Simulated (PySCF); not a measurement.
# RbLi⁺: changing the method

What do other methods print for RbLi⁺?

The runs use PySCF 2.14.0; method and basis as typed in the scripts.

3 further runs of the same task are left out: 2 for a known fault of the program, 1 that didn't finish.

### 1 The starting structure

RbLi⁺: 2 atoms, charge 1, spin multiplicity 2.

Bond lengths: Rb1–Li2 3.273 Å.

### 2 Base script

input.py reads:

```python
from pyscf import gto, scf, mp

mol = gto.M(
    atom='Rb 0 0 0; Li 0 0 3.273',
    basis='lanl2dz',
    ecp={'Rb': 'lanl2dz'},
    charge=1,
    spin=1,
    verbose=4,
)
mf = scf.UHF(mol)
mf.kernel()
mp.MP2(mf).kernel()
mf.dip_moment()
print('orbital energies (hartree):', [e[max(0, n-3):n+3].round(4) for e, n in zip(mf.mo_energy, mol.nelec)])
```

On the command line:

```sh
$ OMP_NUM_THREADS=1 python input.py
```

### 3 Hse06 (UKS)

Run 1 changes functional: none (Hartree–Fock) → hse06; SCF type: UHF → UKS; step after the SCF: mp2 → analyze.

Edit input.py of step 2 so:

```diff
@@ -1,2 +1,2 @@
-from pyscf import gto, scf, mp
+from pyscf import gto, dft
 
@@ -10,5 +10,5 @@
 )
-mf = scf.UHF(mol)
+mf = dft.UKS(mol, xc='hse06')
 mf.kernel()
-mp.MP2(mf).kernel()
+mf.mulliken_pop()
 mf.dip_moment()
```

### 4 CCSD(T)

Run 2 changes step after the SCF: mp2 → ccsd(t).

Edit input.py of step 2 so:

```diff
@@ -1,2 +1,2 @@
-from pyscf import gto, scf, mp
+from pyscf import gto, scf, cc
 
@@ -12,3 +12,5 @@
 mf.kernel()
-mp.MP2(mf).kernel()
+mycc = cc.CCSD(mf)
+mycc.kernel()
+mycc.ccsd_t()
 mf.dip_moment()
```

### 5 Bhandhlyp (UKS)

Run 3 changes functional: none (Hartree–Fock) → bhandhlyp; SCF type: UHF → UKS; step after the SCF: mp2 → analyze.

Edit input.py of step 2 so:

```diff
@@ -1,2 +1,2 @@
-from pyscf import gto, scf, mp
+from pyscf import gto, dft
 
@@ -10,5 +10,5 @@
 )
-mf = scf.UHF(mol)
+mf = dft.UKS(mol, xc='bhandhlyp')
 mf.kernel()
-mp.MP2(mf).kernel()
+mf.mulliken_pop()
 mf.dip_moment()
```

### 6 CASSCF (ROHF)

Run 4 changes step after the SCF: mp2 → casscf; SCF type: UHF → ROHF; active space: none → 7 electrons in 6 orbitals.

input.py reads:

```python
from pyscf import gto, scf, mcscf

mol = gto.M(
    atom='Rb 0 0 0; Li 0 0 3.273',
    basis='lanl2dz',
    ecp={'Rb': 'lanl2dz'},
    charge=1,
    spin=1,
    verbose=4,
)
mf = scf.ROHF(mol)
mf.kernel()
mc = mcscf.CASSCF(mf, 6, 7)
mc.kernel()
mc.analyze()
mf.dip_moment()
print('orbital energies (hartree):', mf.mo_energy[..., max(0, mol.nelec[1]-3):mol.nelec[0]+3].round(4))
```

### 7 CISD

Run 5 changes step after the SCF: mp2 → cisd.

Edit input.py of step 2 so:

```diff
@@ -1,2 +1,2 @@
-from pyscf import gto, scf, mp
+from pyscf import gto, scf, ci
 
@@ -12,3 +12,3 @@
 mf.kernel()
-mp.MP2(mf).kernel()
+ci.CISD(mf).kernel()
 mf.dip_moment()
```

### 8 O3lyp (UKS)

Run 6 changes functional: none (Hartree–Fock) → o3lyp; SCF type: UHF → UKS; step after the SCF: mp2 → analyze.

Edit input.py of step 2 so:

```diff
@@ -1,2 +1,2 @@
-from pyscf import gto, scf, mp
+from pyscf import gto, dft
 
@@ -10,5 +10,5 @@
 )
-mf = scf.UHF(mol)
+mf = dft.UKS(mol, xc='o3lyp')
 mf.kernel()
-mp.MP2(mf).kernel()
+mf.mulliken_pop()
 mf.dip_moment()
```

Q: Predict the outcome of this session. Wanted: for each run, E(SCF); from base; gap, α spin; after the SCF.

As calculated:

```
            run  E(SCF) (hartree)  from base (eV)  cycles  gap, α spin (eV)                  after the SCF
           base        -30.876168               0       8              6.63      MP2 correlation -0.023 eV
    hse06 (UKS)        -31.172361  not comparable       7              2.88                            n/a
        CCSD(T)        -30.876168          0.0000       8              6.63  CCSD(T) correlation -0.026 eV
bhandhlyp (UKS)        -31.148991  not comparable       8              4.50                            n/a
  CASSCF (ROHF)        -30.876132         +0.0010       8               n/a   CASSCF correlation -0.007 eV
           CISD        -30.876168          0.0000       8              6.63      CISD correlation 2.366 eV
    o3lyp (UKS)        -31.221643  not comparable       7              2.76                            n/a
```

The α-spin gap between the frontier levels is 2.8 eV with o3lyp (12 % exact exchange) and 4.5 eV with bhandhlyp (50 %): exact exchange opens it. A lower total energy from another functional means nothing by itself.
